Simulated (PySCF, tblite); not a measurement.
**FH₉O₃Si₄: geometry, infrared bands and NMR shifts**

What infrared bands and NMR shifts should FH₉O₃Si₄ (`O[SiH](O)[Si@](F)([SiH3])O[SiH3]`) show?

Computed with tblite 0.8.0 and PySCF 2.14.0, with density-fitted response routines of our own, on a single molecule in the gas phase. Atoms count from 0, in the outputs and in this text.

**1. Starting geometry**

17 atoms, charge 0, multiplicity 1; geometry from: force field or distance geometry start.

Bonds of the start (Å): O0–Si1 1.70, Si1–O2 1.70, Si1–Si3 2.25, Si3–F4 1.69, Si3–Si5 2.24, Si3–O6 1.69, O6–Si7 1.70, O0–H8 0.99, Si1–H9 1.47, O2–H10 0.99, Si5–H11 1.48, Si5–H12 1.45, Si5–H13 1.48, Si7–H14 1.47, Si7–H15 1.47, Si7–H16 1.46.

**2. Geometry optimisation with GFN2-xTB**

Job settings and geometry (Å):

```
{"job": {"kind": "relax", "xc": "GFN2-xTB", "basis": "xTB"}, "charge": 0, "multiplicity": 1}
O     -2.033300    -1.077300    -1.576400
Si    -1.631500    -1.114300     0.079100
O     -2.925100    -0.654500     1.080000
Si     0.155800     0.230200     0.327600
F      0.708100     0.129100     1.919100
Si    -0.357400     2.361200    -0.116700
O      1.278400    -0.249400    -0.844400
Si     2.725500    -0.903600    -0.228300
H     -1.915800    -0.149600    -1.905700
H     -1.150800    -2.475300     0.378200
H     -3.021300    -1.231400     1.880400
H      0.618100     2.853100    -1.110200
H     -1.715100     2.441000    -0.630300
H     -0.198700     3.195300     1.092900
H      2.679300    -2.348200    -0.471400
H      3.817100    -0.388900    -1.064500
H      2.959700    -0.605300     1.180900
```

Started as:

```console
$ OMP_NUM_THREADS=1 python probes_run.py task.json out
```

The driver reads the jobs from task.json and runs them one after another.

**Question.** This job is followed by: GFN2-xTB harmonic vibrations, gas phase; GIAO PBE0/pcSseg-1 NMR shielding, non-relativistic, gas phase. What will the session give for the following? strongest single infrared mode (GFN2-xTB); zero-point energy (GFN2-xTB); 1H shifts against TMS (PBE0/pcSseg-1, means over atoms taken as alike); 17O shifts against H2O (PBE0/pcSseg-1); 29Si shifts against TMS (PBE0/pcSseg-1); 19F shifts against CFCl3 (PBE0/pcSseg-1).

As calculated:

| quantity | value |
| --- | --- |
| strongest single infrared mode (GFN2-xTB) | 788 cm⁻¹, 712 km/mol |
| zero-point energy (GFN2-xTB) | 57.1 kcal/mol |
| 1H shifts against TMS (PBE0/pcSseg-1, means over atoms taken as alike) | 5.75, 5.19, 3.52, 1.84, 1.19 ppm |
| 17O shifts against H2O (PBE0/pcSseg-1) | 60.5, 43.2, 41.2 ppm |
| 29Si shifts against TMS (PBE0/pcSseg-1) | 15.0, -22.0, -44.1, -115.9 ppm |
| 19F shifts against CFCl3 (PBE0/pcSseg-1) | -149.7 ppm |

In words: Relaxing lowered the energy by 1.320 eV in 111 steps; the close pair that moved most is O6–Si7, from 1.703 to 1.617 Å. The lowest mode is imaginary (31i cm⁻¹), so the xTB geometry is not a minimum. The strongest single mode, at 788 cm⁻¹, is spread over several atoms, H10, H8, H16, H14 among them. Unscaled tight-binding wavenumbers are off by several per cent, some by more. Its intensities can rank the bands wrongly. At PBE0/pcSseg-1: The largest span, 192 ppm, is at F4, where the paramagnetic term is -152 ppm.
